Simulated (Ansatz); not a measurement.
# MnIr: the cost of one run

Computed with Ansatz 0.2.0 (DFT PBEsol, scalar-relativistic, plane waves, PAW, unless a step's input says otherwise).

1 further run of the same task is left out (set aside as unsound or not needed).

**1. The system as given**

It takes space group R-3m (No. 166, trigonal). The conventional cell has a = 2.625 Å, b = 2.625 Å, c = 12.594 Å, α = 90.00°, β = 90.00°, γ = 120.00°. Around Mn (site symmetry -3m) lie 6 Ir at 2.59 Å and 6 Mn at 2.63 Å. Around Ir (site symmetry -3m) lie 6 Mn at 2.59 Å and 6 Ir at 2.63 Å.

As a file:

```
CELL_PARAMETERS angstrom
1.31254 0.75779 4.19811
-1.31254 0.75779 4.19811
0.00000 -1.51559 4.19811
ATOMIC_POSITIONS crystal
Mn 0.50000 0.50000 0.50000
Ir 0.00000 0.00000 0.00000
```

It goes back to an entry of the Materials Project, which need not be the stable form.

It is the result of an earlier relaxation at this level (volume 12.53 Å³/atom; gap on the mesh: none (metal), site moments up to 1.1 μB).

**2. Static run: bands, density of states and charges**

Input file input.yaml:

```yaml
crystal:
  lattice:
    - [1.3125364625, 0.7577932799, 4.1981123796]
    - [-1.3125364625, 0.7577932799, 4.1981123796]
    - [0.0, -1.5155865599, 4.1981123796]
  atoms:
    - { symbol: Mn, position: [0.5, 0.5, 0.5], spin: 1.18 }
    - { symbol: Ir, position: [0.0, 0.0, 0.0] }
basis:
  ecutwfc: 420
kpoints:
  mp_grid: { grid: [18, 18, 18] }
  band_path:
    path:
      - [[0.0, 0.0, 0.0], [0.5, 0.5, 0.5], [0.81161122, 0.18838878, 0.5]]
      - [[0.5, -0.18838878, 0.18838878], [0.5, 0.0, 0.0], [0.0, 0.0, 0.0], [0.34419439, -0.34419439, 0.0]]
      - [[0.65580561, 0.0, 0.34419439], [0.5, 0.0, 0.5], [0.0, 0.0, 0.0]]
    npoints: 14
hamiltonian:
  xc: pbesol
scf:
  occupations: { method: gaussian, width: 0.1 }
  n_extra_bands: 6
output:
  forces: true
  stress: true
  eigenvalues: true
  populations: true
  dos: { projected: true, de: 0.02, nscf_kmesh: { grid: [27, 27, 27] } }
  bader: true
magnetization:
  spin_polarized: true
checkpoint:
  read: start.run
  write: ck
  compress: false
  write_wavefunctions: false
  write_every: 100000
```

On the command line:

```console
> ansatz run input.yaml --threads 1 --pin off --max-ram 2560MiB --backend cpu --events-out ev --progress --plain --runs-dir out
```

**Question.** How long does this run take on 1 thread of Intel Xeon at 2.50GHz (Skylake/Cascade Lake), shared host, and how much memory does it need?

About 3.9 min, with a peak of 1.1 GiB.
